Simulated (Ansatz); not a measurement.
# AlH₇SiSn: a ladder of functionals and wavefunction methods

How much do the methods differ for AlH₇SiSn? The plan is to run it at one geometry with functionals of several rungs and with coupled cluster. The yardstick is the atomisation energy at the CCSD(T) limit.

Method: functionals in def2-TZVPP, the program's frozen cores in correlated methods; program: Ansatz 0.2.0, Gaussian basis.

Levels to be run: LDA (SPW92), PBE-D4, revPBE-D4, BLYP-D4, r2SCAN-D4, B97M-V, PBE0-D4, B3LYP-D4, r2SCANh-D4, r2SCAN0-D4, HSE06-D4, BHLYP-D4, CAM-B3LYP-D4, LC-ωPBE, ωB97X-V, ωB97M-V, B2PLYP, PBE-QIDH; CCSD(T)/def2-SVP; CCSD(T)/def2-TZVPP; MP2/def2-QZVPP; extrapolation to the limit; RPA on PBE.

## 1. The geometry

An earlier PBE0-D4 in a triple-zeta def2 set relaxation fixed the geometry. Sn takes the def2 core potential; no spin-orbit term is included.

SMILES `[SiH3][AlH][SnH3]`, 10 atoms, charge 0, spin multiplicity 1.

Atoms are counted from 1 here; the program's logs count them from 0.

Bond lengths: Si1–Al2 2.456 Å, Si1–H4 1.492 Å, Si1–H5 1.489 Å, Si1–H6 1.492 Å, Al2–Sn3 2.662 Å, Al2–H7 1.590 Å, Sn3–H8 1.713 Å, Sn3–H9 1.712 Å, Sn3–H10 1.713 Å. Angles: Al2–Si1–H4 109.8°, Al2–Si1–H5 114.3°, Al2–Si1–H6 109.8°, H4–Si1–H5 107.9°, H4–Si1–H6 106.9°, H5–Si1–H6 107.8°, Si1–Al2–Sn3 119.8°, Si1–Al2–H7 121.6°, Sn3–Al2–H7 118.6°, Al2–Sn3–H8 112.0°, Al2–Sn3–H9 113.4°, Al2–Sn3–H10 111.9°, H8–Sn3–H9 106.4°, H8–Sn3–H10 106.2°, H9–Sn3–H10 106.4°.

## 2. LDA

This LDA is Slater exchange with PW92 correlation.

in.yaml

```yaml
crystal:
  periodic: [false, false, false]
  atoms:
    - {symbol: Si, position_ang: [-1.727607, 1.016859, -0.987444]}
    - {symbol: Al, position_ang: [0.630941, 0.366064, -0.771792]}
    - {symbol: Sn, position_ang: [1.403794, -1.143735, 1.279557]}
    - {symbol: H, position_ang: [-2.584512, -0.202661, -1.056026]}
    - {symbol: H, position_ang: [-2.025795, 1.852509, -2.183846]}
    - {symbol: H, position_ang: [-2.154543, 1.780133, 0.221460]}
    - {symbol: H, position_ang: [1.723199, 0.824470, -1.833143]}
    - {symbol: H, position_ang: [2.607999, -0.374345, 2.224606]}
    - {symbol: H, position_ang: [0.128429, -1.541490, 2.349762]}
    - {symbol: H, position_ang: [2.081396, -2.629005, 0.759769]}
basis:
  gaussian: {orbitals: def2-TZVPP}
hamiltonian: {xc: lda}
output: {orbitals: {seedname: orbitals}}
```

Further steps of the session: PBE-D4 (GGA); revPBE-D4 (GGA); BLYP-D4 (GGA); r2SCAN-D4 (meta-GGA); B97M-V (meta-GGA); PBE0-D4 (hybrid); B3LYP-D4 (hybrid); r2SCANh-D4 (hybrid); r2SCAN0-D4 (hybrid); HSE06-D4 (hybrid); BHLYP-D4 (hybrid); CAM-B3LYP-D4 (range-separated); LC-ωPBE (range-separated); ωB97X-V (range-separated); ωB97M-V (range-separated); B2PLYP (double hybrid); PBE-QIDH (double hybrid); CCSD(T) in def2-SVP; CCSD(T) in def2-TZVPP; MP2 in def2-QZVPP; RPA on PBE orbitals.

**Question.** What will the summary of the whole plan be? Wanted: atomisation energy, CCSD(T)/CBS; farthest beyond LDA; mean size of error, GGA; mean size of error, meta-GGA; mean size of error, hybrid; mean size of error, range-separated; mean size of error, double hybrid; gap, smallest and largest; T1 diagnostic.

**Answer**, as computed:

```
                               quantity                                     value
        atomisation energy, CCSD(T)/CBS                             2466.7 kJ/mol
 functionals within 24.7 kJ/mol (1.0 %)          r2SCAN-D4, CAM-B3LYP-D4, ωB97X-V
                    farthest beyond LDA                 revPBE-D4 (-106.6 kJ/mol)
                mean size of error, GGA                               84.2 kJ/mol
           mean size of error, meta-GGA                               29.8 kJ/mol
             mean size of error, hybrid                               43.8 kJ/mol
    mean size of error, range-separated                               29.0 kJ/mol
      mean size of error, double hybrid                               68.0 kJ/mol
              gap, smallest and largest  2.90 eV (LDA (SPW92)), 9.08 eV (LC-ωPBE)
                          T1 diagnostic                                    0.0139
triples share of the correlation energy                                     2.8 %
```

What this shows: The LDA atomisation energy is off by 225.6 kJ/mol (9 %): it overbinds. PBE-D4 is off by -73.3 kJ/mol. Double hybrids carry the basis error of their MP2 part in triple zeta, and no dispersion term here, so their miss is partly the set-up's. Taken by rung, range-separated functionals do best (29.0 kJ/mol on average) and GGA ones worst beyond LDA (84.2 kJ/mol). The gap between the best rungs is small, so their order is not settled. Misses under about 24.7 kJ/mol are within the doubt on the reference itself, which lacks core-valence correlation, spin-orbit coupling and higher excitations, and its outer-core shells are covered unevenly. All levels share the lack of spin-orbit coupling, which lowers the free heavy atoms and so the true binding. Hartree-Fock recovers 74 % of the binding; the rest is correlation. CCSD(T) in def2-SVP is off by -179.6 kJ/mol, so the small basis spoils what the method gains. The gap grows from 2.9 to 9.1 eV across the functionals, mostly with the share of exact exchange. Correlated methods include outer-core shells of Sn, which these sets cover unevenly.
